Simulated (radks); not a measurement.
# Cr³⁺ in [Ne] 3s1.5 3p6 3d3 4f0.5: an all-electron calculation

What are the levels of the chromium ion Cr3+, how large are its shells, and how does its energy divide?

Program: radks (a radial shooting solver on a logarithmic mesh, Libxc functionals) version 1. Level of theory: Dirac Kohn-Sham, LDA (Slater exchange, Perdew-Wang correlation), spin-unpolarised, spherical densities, finite nucleus; open shells fill j = l - 1/2 first. These are calculated values, not measurements, unless marked.

### Step 1. The atom as given

```
element            : chromium (Z = 24)
charge             : +3
electrons          : 21
configuration      : [Ne] 3s1.5 3p6 3d3 4f0.5
nuclear rms radius : 3.6452 fm
```

### Step 2. The run

Input:

```text
Z 24
configuration [Ne] 3s1.5 3p6 3d3 4f0.5
relativity Dirac
functional lda,pw
spin unpolarised
j_filling energy
nucleus finite rms 3.6452 fm
c 137.035999084
```

What does the calculation give?

**Answer**, as computed:

```
                        quantity                   value
                    total energy     -1044.55194 hartree
exchange-correlation share of it                  4.31 %
                            −T/E                  1.0113
          highest occupied level       4f5/2, -10.729 eV
    most extended occupied level  4f5/2, <r> = 4.63 bohr
 radius at density 0.001 e/bohr³               3.14 bohr
    maxima of the radial density                       4
```

The radial density shows 4 maxima for 4 occupied principal shells. −T/E is 1.011: with relativity the kinetic term as defined here no longer equals −E. This is not the tabulated ground configuration, so its levels and sizes aren't those of the ground state, and no measured value stands beside it.
